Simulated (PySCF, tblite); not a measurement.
# C₄H₁₂FNSi: geometry, infrared bands and NMR shifts

What infrared bands and NMR shifts should C₄H₁₂FNSi (`C[C@@H](F)[SiH2]N(C)C`) show?

Computed with tblite 0.8.0 and PySCF 2.14.0, with density-fitted response routines of our own, on a single molecule in the gas phase. Atoms count from 0, in the outputs and in this text.

### 1 The molecule as given

19 atoms, charge 0, multiplicity 1; geometry from: force field or distance geometry start.

Bonds of the start (Å): C0–C1 1.50, C1–F2 1.40, C1–Si3 1.84, Si3–N4 1.76, N4–C5 1.44, N4–C6 1.43, C0–H7 1.12, C0–H8 1.10, C0–H9 1.11, C1–H10 1.13, Si3–H11 1.50, Si3–H12 1.46, C5–H13 1.12, C5–H14 1.12, C5–H15 1.11, C6–H16 1.12, C6–H17 1.11, C6–H18 1.09.

### 2 Relaxing the molecule with GFN2-xTB

What the job is given:

```
{"job": {"kind": "relax", "xc": "GFN2-xTB", "basis": "xTB"}, "charge": 0, "multiplicity": 1}
C      2.303200     0.676100    -0.397100
C      1.766200    -0.541900     0.296100
F      1.809400    -0.427900     1.693700
Si     0.123000    -1.117200    -0.297800
N     -1.258800    -0.183200     0.254100
C     -2.442700    -0.475700    -0.521000
C     -1.025600     1.203300     0.505300
H      2.657900     1.430900     0.354800
H      1.570000     1.164600    -1.054200
H      3.201800     0.396400    -0.978200
H      2.502500    -1.362900     0.073200
H     -0.081000    -2.511500     0.202700
H      0.161700    -1.245200    -1.753900
H     -2.326000    -1.486600    -0.983900
H     -2.593200     0.231700    -1.374000
H     -3.364900    -0.519700     0.102500
H     -1.949400     1.614500     0.993400
H     -0.222800     1.332800     1.259400
H     -0.841000     1.830800    -0.367300
```

Run with:

```console
OMP_NUM_THREADS=1 python probes_run.py task.json out
```

The driver reads the jobs from task.json and runs them one after another.

**Question.** This job is followed by: GFN2-xTB harmonic vibrations, gas phase; GIAO PBE0/pcSseg-1 NMR shielding, non-relativistic, gas phase. Predict these results of the whole session: strongest single infrared mode (GFN2-xTB); zero-point energy (GFN2-xTB); 13C shifts against TMS (PBE0/pcSseg-1, means over atoms taken as alike); 1H shifts against TMS (PBE0/pcSseg-1, means over atoms taken as alike); 19F shifts against CFCl3 (PBE0/pcSseg-1); 29Si shifts against TMS (PBE0/pcSseg-1); 15N shifts against NH3 (PBE0/pcSseg-1).

**Answer**, as computed:

```
                                                               quantity                             value
                              strongest single infrared mode (GFN2-xTB)             2180 cm⁻¹, 382 km/mol
                                           zero-point energy (GFN2-xTB)                     96.9 kcal/mol
13C shifts against TMS (PBE0/pcSseg-1, means over atoms taken as alike)              90.6, 41.4, 20.2 ppm
 1H shifts against TMS (PBE0/pcSseg-1, means over atoms taken as alike)  5.04, 4.87, 4.39, 2.66, 1.61 ppm
                               19F shifts against CFCl3 (PBE0/pcSseg-1)                        -248.1 ppm
                                29Si shifts against TMS (PBE0/pcSseg-1)                         -32.1 ppm
                                 15N shifts against NH3 (PBE0/pcSseg-1)                          11.5 ppm
```

**Reading.** Relaxing lowered the energy by 0.602 eV in 177 steps; the close pair that moved most is C1–Si3, from 1.840 to 1.921 Å. No mode is imaginary among the 51: a minimum at this level. The strongest single mode, at 2180 cm⁻¹, moves mainly H11. Unscaled tight-binding wavenumbers are off by several per cent, some by more. Its intensities can rank the bands wrongly. The most deshielded carbon is C1 (sp3 CH bonded to F and Si), at 90.6 ppm: deshielded by the electronegative neighbour.
